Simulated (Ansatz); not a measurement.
# K: the cost of one run

All numbers below are computed with Ansatz 0.2.0 (DFT PBE, plane waves, PAW, scalar-relativistic, no spin polarisation).

## 1. Starting point

The cell holds 17 atoms (K17): a = 10.460 Å, b = 10.460 Å, c = 10.460 Å, α = 90.00°, β = 90.00°, γ = 90.00°.

As a file:

```
CELL_PARAMETERS angstrom
10.46000 0.00000 0.00000
0.00000 10.46000 0.00000
0.00000 0.00000 10.46000
ATOMIC_POSITIONS crystal
K 0.00000 0.00000 0.00000
K 0.50000 0.00000 0.00000
K 0.00000 0.50000 0.00000
K 0.00000 0.00000 0.50000
K 0.25000 0.25000 0.25000
K 0.50000 0.50000 0.00000
K 0.50000 0.00000 0.50000
K 0.75000 0.25000 0.25000
K 0.00000 0.50000 0.50000
K 0.25000 0.75000 0.25000
K 0.25000 0.25000 0.75000
K 0.50000 0.50000 0.50000
K 0.75000 0.75000 0.25000
K 0.75000 0.25000 0.75000
K 0.25000 0.75000 0.75000
K 0.75000 0.75000 0.75000
K 0.11866 0.75048 0.00045
```

## 2. End point A

Contents of input.yaml:

```yaml
crystal:
  lattice:
    - [10.46, 0.0, 0.0]
    - [0.0, 10.46, 0.0]
    - [0.0, 0.0, 10.46]
  atoms:
    - { symbol: K, position: [0.0, 0.0, 0.0] }
    - { symbol: K, position: [0.5, 0.0, 0.0] }
    - { symbol: K, position: [0.0, 0.5, 0.0] }
    - { symbol: K, position: [0.0, 0.0, 0.5] }
    - { symbol: K, position: [0.25, 0.25, 0.25] }
    - { symbol: K, position: [0.5, 0.5, 0.0] }
    - { symbol: K, position: [0.5, 0.0, 0.5] }
    - { symbol: K, position: [0.75, 0.25, 0.25] }
    - { symbol: K, position: [0.0, 0.5, 0.5] }
    - { symbol: K, position: [0.25, 0.75, 0.25] }
    - { symbol: K, position: [0.25, 0.25, 0.75] }
    - { symbol: K, position: [0.5, 0.5, 0.5] }
    - { symbol: K, position: [0.75, 0.75, 0.25] }
    - { symbol: K, position: [0.75, 0.25, 0.75] }
    - { symbol: K, position: [0.25, 0.75, 0.75] }
    - { symbol: K, position: [0.75, 0.75, 0.75] }
    - { symbol: K, position: [0.1186609, 0.750484, 0.0004545] }
basis:
  ecutwfc: 420.0
kpoints:
  mp_grid: { grid: [2, 2, 2] }
hamiltonian:
  xc: pbe
scf:
  occupations: { method: gaussian, width: 0.1 }
  lower_state_search: "off"
relax:
  f_tol: 0.03
  max_steps: 60
  adjacent_minimum: "off"
```

Started as:

```sh
ansatz run input.yaml --threads 4 --pin off --max-ram 10240MiB --backend cpu --events-out ev --progress --plain --runs-dir out
```

What time and memory should one allow on 4 threads of Intel Xeon Platinum 8488C (Sapphire Rapids), shared host?

About 60 s, with a peak of 2.5 GiB.
